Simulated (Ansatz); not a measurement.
# AsFH3Si+ (SMILES F[SiH+][AsH2]): one structure at several levels

An exercise on one series of results from a longer session: the logs are not shown, and one member is left open.

The runs use Ansatz 0.2.0, Gaussian basis; single points in def2-TZVPP.

Correlated methods freeze the cores. Filled d shells of the heavier atoms are correlated.

**Where the work starts**

SMILES `F[SiH+][AsH2]`, 6 atoms, charge 1, spin multiplicity 1.

Atoms are counted from 1 here; the program's logs count them from 0.

Bond lengths: F1–Si2 1.666 Å, Si2–As3 2.462 Å, Si2–H4 1.531 Å, As3–H5 1.268 Å, As3–H6 1.499 Å. Angles: F1–Si2–As3 111.0°, F1–Si2–H4 94.9°, As3–Si2–H4 153.4°, Si2–As3–H5 95.1°, Si2–As3–H6 87.2°, H5–As3–H6 97.8°.

As a file:

```xyz
6
charge 1, multiplicity 1
F    -1.5747   -1.1269    0.7665
Si   -0.0441   -0.9174    0.1433
As    0.7265    1.4008    0.4518
H     0.0410   -2.3186   -0.4688
H    -0.3625    1.9322    0.0774
H     1.3716    1.2866   -0.8961
```

Set-up of the first run:

The input, run/in.yaml:

```yaml
crystal:
  periodic: [false, false, false]
  atoms:
    - {symbol: F, position_ang: [-1.574700, -1.126900, 0.766500]}
    - {symbol: Si, position_ang: [-0.044100, -0.917400, 0.143300]}
    - {symbol: As, position_ang: [0.726500, 1.400800, 0.451800]}
    - {symbol: H, position_ang: [0.041000, -2.318600, -0.468800]}
    - {symbol: H, position_ang: [-0.362500, 1.932200, 0.077400]}
    - {symbol: H, position_ang: [1.371600, 1.286600, -0.896100]}
basis:
  gaussian: {orbitals: def2-TZVPP}
total_charge: 1
correlation: {method: ccsd_t}
output: {forces: true}
```

The command line of these runs was not kept.

Among the steps run: CCSD(T)/def2-TZVPP; PBE0-D4/def2-TZVPP; wB97M-V/def2-TZVPP; r2SCAN-D4/def2-TZVPP; PBE-D4/def2-TZVPP; r2SCANh-D4/def2-TZVPP; CAM-B3LYP-D4/def2-TZVPP.

One table of the session follows, with a row left open; its other results are not shown here.

| method | RMS force component (eV/Å) | angle to CCSD(T) forces (°) |
| --- | --- | --- |
| CCSD(T) | 3.093 | reference |
| PBE0-D4 | 3.146 | 1.5 |
| wB97M-V | 3.097 | 1.3 |
| r2SCAN-D4 | 3.099 | 1.8 |
| PBE-D4 | 3.096 | 5.9 |
| r2SCANh-D4 | ? | ? |
| CAM-B3LYP-D4 | 3.114 | 0.6 |

**Question.** Estimate the row for r2SCANh-D4.

**Answer.** RMS force component (eV/Å): 3.120; angle to CCSD(T) forces (°): 1.1. In the column «RMS force component (eV/Å)» it lies between CAM-B3LYP-D4 (3.114) and PBE0-D4 (3.146).
